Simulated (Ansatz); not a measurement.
# CF2NSn radical: basis-set convergence

An exercise on one series of results from a longer session: the logs are not shown, and one member is left open.

Computed with Ansatz 0.2.0, Gaussian basis. Level: one geometry, several basis sets.

Plan: PBE0-D4/def2-SVP; ωB97M-V/def2-SVP; PBE0-D4/def2-QZVPP; ωB97M-V/def2-QZVPP; the functionals' def2-TZVPP values are taken from earlier runs.

### Structure used throughout

An earlier PBE0-D4 in a triple-zeta def2 set relaxation fixed the geometry. Sn takes the def2 core potential; no spin-orbit term is included.

SMILES `N#[C][Sn]([F])[F]`, 5 atoms, charge 0, spin multiplicity 2.

Atoms are counted from 1 here; the program's logs count them from 0.

Bond lengths: N1–C2 1.153 Å, C2–Sn3 2.122 Å, Sn3–F4 1.905 Å, Sn3–F5 1.905 Å. Angles: N1–C2–Sn3 173.2°, C2–Sn3–F4 105.7°, C2–Sn3–F5 105.7°, F4–Sn3–F5 104.6°.

The first run:

in.yaml reads:

```yaml
crystal:
  periodic: [false, false, false]
  atoms:
    - {symbol: N, position_ang: [1.316436, -1.575839, 1.359709]}
    - {symbol: C, position_ang: [0.644056, -0.817591, 0.809647]}
    - {symbol: Sn, position_ang: [-0.707933, 0.614059, 0.020019]}
    - {symbol: F, position_ang: [-1.578759, -0.248604, -1.438850]}
    - {symbol: F, position_ang: [0.376098, 1.954375, -0.791926]}
basis:
  gaussian: {orbitals: def2-SVP}
magnetization: {spin_polarized: true, initial_magnetization: 1}
hamiltonian: {xc: pbe0, dispersion: d4}
output: {orbitals: {seedname: orbitals}}
```

Command:

```console
$ ansatz run in.yaml --threads 4 --pin off --events-out ev --progress --plain --max-ram 10444MiB
```

Among the steps run: PBE0-D4 in def2-SVP; ωB97M-V in def2-SVP; PBE0-D4 in def2-QZVPP; ωB97M-V in def2-QZVPP.

One of the session's tables, all rows but one given; the rest of the session is left out.

It belongs to the step «Functionals by basis». 

| functional | basis | HOMO (eV) | LUMO (eV) |
| --- | --- | --- | --- |
| PBE0-D4 | def2-SVP | ? | ? |
| PBE0-D4 | def2-TZVPP | -8.69 | -5.53 |
| PBE0-D4 | def2-QZVPP | -8.71 | -5.54 |
| ωB97M-V | def2-SVP | -10.63 | -3.52 |
| ωB97M-V | def2-TZVPP | -10.86 | -3.71 |
| ωB97M-V | def2-QZVPP | -10.87 | -3.75 |

Q: Estimate the row for PBE0-D4, def2-SVP from the others.

**Answer.** HOMO (eV): -8.53; LUMO (eV): -5.39. In the column «HOMO (eV)» it is the highest.
